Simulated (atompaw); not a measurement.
# Lanthanum: generating and testing a PAW (atompaw) potential

Task: generate the file, and judge it by its logarithmic derivatives, its ghosts and its cutoff.

The numbers are computed with atompaw 4.2.0.5 (PBE, scalar-relativistic, spin-unpolarised reference atom).

## Step 1: Starting point

Typed settings, in words:

| Quantity | Value |
| --- | --- |
| element | lanthanum (La, Z = 57) |
| type | PAW |
| frozen core | [Kr] 4d10 5s2 |
| valence charge | 9 |
| reference configuration | 4f0 5p6 5d1 6s2 6p0 |
| partial waves | 6s (bound): rc 3.00 bohr; 6s channel at 0.9 Ry: rc 3.00 bohr; 5p (bound): rc 2.65 bohr; 6p (bound, empty): rc 3.00 bohr; 5d (bound): rc 3.00 bohr; 5d channel at 0.7 Ry: rc 3.00 bohr; 4f (bound, empty): rc 2.25 bohr; 4f channel at 1.75 Ry: rc 2.25 bohr |
| local potential | ultrasoft scheme with l = 4 at 0 Ry, radius 2.65 bohr |
| core correction | smooth core density matched at 1.65 bohr |
| augmentation charge | besselshape compensation charge, radius 2.30 bohr; PAW radius 3.00 bohr; waves and projectors: custom polynom2 7 10 vanderbiltortho |

An earlier all-electron run gives the scale for the radii.

All-electron outer shells of the reference configuration (PBE, scalar-relativistic, ld1.x):

```
shell  level (eV)  outermost node (bohr)  outermost maximum (bohr)
   4d     -103.85                   0.32                      0.68
   5s      -38.92                   0.77                      1.41
   5p      -22.40                   0.83                      1.58
   4f       -4.35                      –                      0.75
   6s       -3.68                   1.86                      3.84
   5d       -3.09                   0.95                      2.21
   6p       -1.35                   2.21                      4.93
```

## Step 2: Generating the potential

La.input

```
La 57
GGA-PBE scalarrelativistic loggrid 2001 logderivrange -4 5 226
6 6 5 4 0 0
6 1 0
5 2 1
4 3 0
0 0 0
c
c
c
c
c
v
c
c
c
v
v
c
c
v
v
3
3.00 2.30 2.65 1.65
y
0.9
n
n
y
0.7
n
y
1.75
n
custom polynom2 7 10 vanderbiltortho besselshape
4 0 ultrasoft
3.00
3.00
2.65
3.00
3.00
3.00
2.25
2.25
PWSCFOUT
UPFDX 0.0125d0 UPFXMIN -7.d0 UPFZMESH 57.d0
END
```

Launch:

```sh
$ atompaw < La.input > La.log
```

Q: Predict the outcome of this session. Wanted: cutoffs for 10 and 1 mRy, occupied levels; bound ghosts; largest phase difference near zero energy, channels read; lowest eigenvalue of the overlap; share of valence orbitals outside the PAW sphere; UPF file.

The runs gave:

```
                                                quantity                                      value
               cutoffs for 10 and 1 mRy, occupied levels                            25 Ry and 55 Ry
                                            bound ghosts                             s at -38.66 eV
largest phase difference near zero energy, channels read                                  0.140 rad
         lowest eigenvalue of the overlap (Bessel basis)                                  0.345 (s)
        share of valence orbitals outside the PAW sphere  6s 85 %, 5p 5 %, 6p 95 %, 5d 42 %, 4f 2 %
                                                UPF file                                    written
```

In words: A bound ghost (s) makes it unfit for use: electrons can fall into a state that the atom doesn't have. Close by lies the frozen 5s level (-38.9 eV). It counts as soft on the atom at that tolerance, with 25 Ry needed at the looser tolerance. The slowest occupied level is 5p: taken alone it needs 35 Ry to come within 1 mRy, against 21 Ry for 5d. Of the channels read, p scatters worst near zero energy, by up to 0.14 rad. These are tests on the free atom; a crystal test is still owed.
